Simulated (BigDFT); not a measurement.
# F4C2 in BigDFT: further runs, part 2 of 2

BigDFT 1.9.6. Earlier steps stand in the parts before.

## (4) Single point, PBE

File input.yaml:

```yaml
dft:
  hgrids: 0.27
  rmult: [6.0, 8.0]
  ixc: PBE
  gnrm_cv: 3.e-05
  ncong: 6
  idsx: 6
  itermax: 80
  nrepmax: 2
  output_denspot: 22
```

File posinp.yaml:

```yaml
units: angstroem
positions:
- {F: [7.17519996, 5.39714994, 4.83365003]}
- {C: [6.2085, 5.89144998, 5.56735003]}
- {F: [5.6685, 5.01104994, 6.37395]}
- {C: [5.8176, 7.15045006, 5.50055]}
- {F: [6.35750004, 8.03094994, 4.69405002]}
- {F: [4.85079996, 7.64474997, 6.23425]}
```

Potentials or basis: UZH-GTH-PBE (C q4, F q7).

Started as:

```
> OMP_NUM_THREADS=1 bigdft  # reads input.yaml, posinp.yaml, psppar.C, psppar.F
```

Standard output:

```text
Version Number                        : 1.9.5-dirty
[... echo of the input with its defaults ...]
  #--------------------------------------------------------------------------------------- |
  #------------------------------------------------------------ Input Atomic System (file: )
 Atomic System Properties:
   Number of atomic types              :  2
   Number of atoms                     :  6
   Types of atoms                      :  [ F, C ]
   Boundary Conditions                 : Free #Code: F
   Number of Symmetries                :  0
   Space group                         : disabled
  #-------------------------------------------------- Geometry optimization Input Parameters
 Geometry Optimization Parameters:
[... 7 lines left out ...]
 DFT parameters:
   eXchange Correlation:
     XC ID                             :  &ixc -101130
     Exchange-Correlation reference    : "XC= Perdew, Burke & Ernzerhof"
     XC functional implementation      : libXC
     Spin polarization                 :  No
 Basis set definition:
   Suggested Grid Spacings (a0)        :  [  0.27,  0.27,  0.27 ]
   Coarse and Fine Radii Multipliers   :  [  6.0,  8.0 ]
 Self-Consistent Cycle Parameters:
   Wavefunction:
     Gradient Norm Threshold           :  &gnrm_cv  3.0E-05
     CG Steps for Preconditioner       :  6
     DIIS History length               :  6
     Max. Wfn Iterations               :  &itermax  80
     Max. Subspace Diagonalizations    :  2
     Input wavefunction policy         : INPUT_PSI_LCAO # 0
     Output wavefunction policy        : NONE # 0
     Output grid policy                : DENSPOT # 2
     Virtual orbitals                  :  0
     Number of plotted density orbitals:  0
   Density/Potential:
     Max. Iterations                   :  1
 Post Optimization Parameters:
[... 188 lines left out ...]
 Energies: {Ekin:  8.58899007486E+01, Epot: -1.16151017620E+02, Enl:  7.43595569776E+00,
              EH:  2.26513341530E+02,  EXC: -2.21152457778E+01, EvXC: -2.87277355920E+01},
 iter:  13, EKS: -1.08300252052249007E+02, gnrm:  5.18E-05, D: -1.09E-07,
 DIIS weights: [-5.45E-03,  4.16E-03,  1.23E-01, -2.24E-01, -4.25E-01,  1.53E+00,
                -8.18E-10],           Orthogonalization Method:  0}
       -  { #--------------------------------------------------------------------- iter: 14
 Total electronic charge:  35.999999728110,
 Energies: {Ekin:  8.58898944206E+01, Epot: -1.16151032832E+02, Enl:  7.43596420488E+00,
              EH:  2.26513330347E+02,  EXC: -2.21152515799E+01, EvXC: -2.87277432135E+01},
 iter:  14, EKS: -1.08300252083333206E+02, gnrm:  2.75E-05, D: -3.11E-08,
 DIIS weights: [ 9.21E-03, -5.97E-02,  1.56E-01, -9.06E-02, -6.61E-01,  1.65E+00,
                -2.46E-10],           Orthogonalization Method:  0}
       -  &FINAL001  { #---------------------------------------------------------- iter: 15
 Total electronic charge:  35.999999728108,
 iter:  15, EKS: -1.08300252092579868E+02, gnrm:  2.75E-05, D: -9.25E-09,  #FINAL
 Energies: {Ekin:  8.58899117904E+01, Epot: -1.16151063017E+02, Enl:  7.43595908215E+00,
              EH:  2.26513313448E+02,  EXC: -2.21152547877E+01, EvXC: -2.87277474519E+01,
            Eion:  1.34425760837E+02},
 }
       Non-Hermiticity of Hamiltonian in the Subspace:  3.94E-30
        #Eigenvalues and New Occupation Numbers
       Orbitals: [
 {e: -1.223714530324E+00, f:  2.0000},  # 00001
 {e: -1.210095763598E+00, f:  2.0000},  # 00002
 {e: -1.167260552528E+00, f:  2.0000},  # 00003
 {e: -1.156201082210E+00, f:  2.0000},  # 00004
 {e: -7.384400719144E-01, f:  2.0000},  # 00005
 {e: -6.102531309925E-01, f:  2.0000},  # 00006
[... 9 lines left out ...]
 {e: -4.013214569952E-01, f:  2.0000},  # 00016
 {e: -3.844601703633E-01, f:  2.0000},  # 00017
 {e: -2.262233977204E-01, f:  2.0000}] # 00018
 Last Iteration                        : *FINAL001
 Writing external potential in file    : external_potential
 Writing local potential in file       : local_potential
  #---------------------------------------------------------------------- Forces Calculation
 Total electronic charge               :  35.999999728108
 Poisson Solver:
   BC                                  : Free
   Box                                 :  [  177,  189,  171 ]
 Multipole analysis origin             :  [  9.854926E+00,  1.066504E+01,  9.450037E+00 ]
 Electric Dipole Moment (AU):
   P vector                            :  [  1.254654E-04, -1.649923E-04, -1.637598E-04 ]
   norm(P)                             :  2.64161483E-04
 Electric Dipole Moment (Debye):
   P vector                            :  [  3.189011E-04, -4.193685E-04, -4.162359E-04 ]
   norm(P)                             :  6.71431454E-04
 Quadrupole Moment (AU):
   Q matrix:
   -  [ 5.0060E-01,  8.0903E-01,  2.7421E+00]
   -  [ 8.0903E-01, -1.3335E+00,  9.8135E-01]
   -  [ 2.7421E+00,  9.8135E-01,  8.3293E-01]
   trace                               : -1.71E-13
 Spreads of the electronic density (AU):  [  1.644868E+00,  2.426164E+00,  1.514373E+00 ]
 Writing electronic density in file    : electronic_density
 Writing Hartree potential in file     : hartree_potential
 Calculate local forces                :  Yes
 Calculate Non Local forces            :  Yes
 BigDFT infocode                       :  0
 Average noise forces: {x: -6.50121296E-06, y:  1.83800935E-06, z:  5.58561416E-06,
                    total:  8.76602155E-06}
 Clean forces norm (Ha/Bohr): {maxval:  2.120046282270E-02, fnrm2:  1.766292844927E-03}
 Raw forces norm (Ha/Bohr): {maxval:  2.173824261284E-02, fnrm2:  1.804144150668E-03}
  #-------------------------------------------------------------------- Atomic Forces (Ha/Bohr)
 Atomic Forces (Ha/Bohr):
 -  {F: [ 1.570158354783E-02, -7.100870299704E-03, -1.234898939081E-02]} # 0001
 -  {C: [ 1.073453146753E-05,  2.856495739777E-03, -5.549808956115E-04]} # 0002
 -  {F: [-9.508379090090E-03, -1.274261941708E-02,  1.316022138153E-02]} # 0003
 -  {C: [-6.109030389599E-05, -2.831014041936E-03,  6.032424045676E-04]} # 0004
 -  {F: [ 9.527845667177E-03,  1.276035763589E-02, -1.317045288833E-02]} # 0005
 -  {F: [-1.567069435248E-02,  7.057650383052E-03,  1.231095938866E-02]} # 0006
 Energy (Hartree)                      : -1.08300252092579868E+02
 Force Norm (Hartree/Bohr)             :  4.20272869089495099E-02
```

Run time: 91 s. Hardware: 1 thread of AMD EPYC 9R45 (Zen 5), shared host; peak memory 1.4 GiB.

Results:

```yaml
Free_energy: -2947.0000 eV
Largest_force: 1.090 eV/Å
Highest_occupied_level: -6.16 eV
Dipole_moment: 0.00 D
```

Forces in eV/Å, atoms in the order of the input:
```
F    0.807 -0.365 -0.635
C    0.001  0.147 -0.029
F   -0.489 -0.655  0.677
C   -0.003 -0.146  0.031
F    0.490  0.656 -0.677
F   -0.806  0.363  0.633
```

Caveat: boundaries are free: the box only frames the coordinates.

## (5) Single point, PBE

input.yaml is that of step 4.

posinp.yaml is that of step 4.

Potentials or basis: GTH-PADE (C q4, F q7).

Started as:

```
> OMP_NUM_THREADS=1 bigdft  # reads input.yaml, posinp.yaml, psppar.C, psppar.F
```

Run time: 92 s. Hardware: 1 thread of AMD EPYC 9R45 (Zen 5), shared host; peak memory 1.4 GiB.

Results (log left out):

| Property | Result |
| --- | --- |
| Free energy | -2956.6352 eV |
| Largest force | 0.538 eV/Å |
| Highest occupied level | -6.29 eV |
| Dipole moment | 0.00 D |

Forces in eV/Å, atoms in the order of the input:
```
F    0.399 -0.150 -0.328
C   -0.043  0.295 -0.037
F   -0.265 -0.275  0.337
C    0.040 -0.293  0.039
F    0.266  0.276 -0.337
F   -0.398  0.147  0.326
```

Caveat: the potentials were made for another functional, which shifts forces and pressure; boundaries are free: the box only frames the coordinates.

## (6) Overview

```tsv
potentials or basis	electric field	largest force (eV/Å)
GTH-PBE (C q4, F q7)	-0.01 Ha/(e bohr) along y	1.51
GTH-PBE (C q4, F q7)	-	1.09
UZH-GTH-PBE (C q4, F q7)	-	1.09
GTH-PADE (C q4, F q7)	-	0.54
```

Alike in all rows: task single point; level PBE; no spin polarisation; cell as given; smearing fixed; grid spacing 0.27 bohr.

Caveats: boundaries are free: the box only frames the coordinates; an electric field is on (some runs); the potentials were made for another functional, which shifts forces and pressure (some runs).

Total energies depend on the potentials used, so only differences within one code and one set of settings carry meaning.
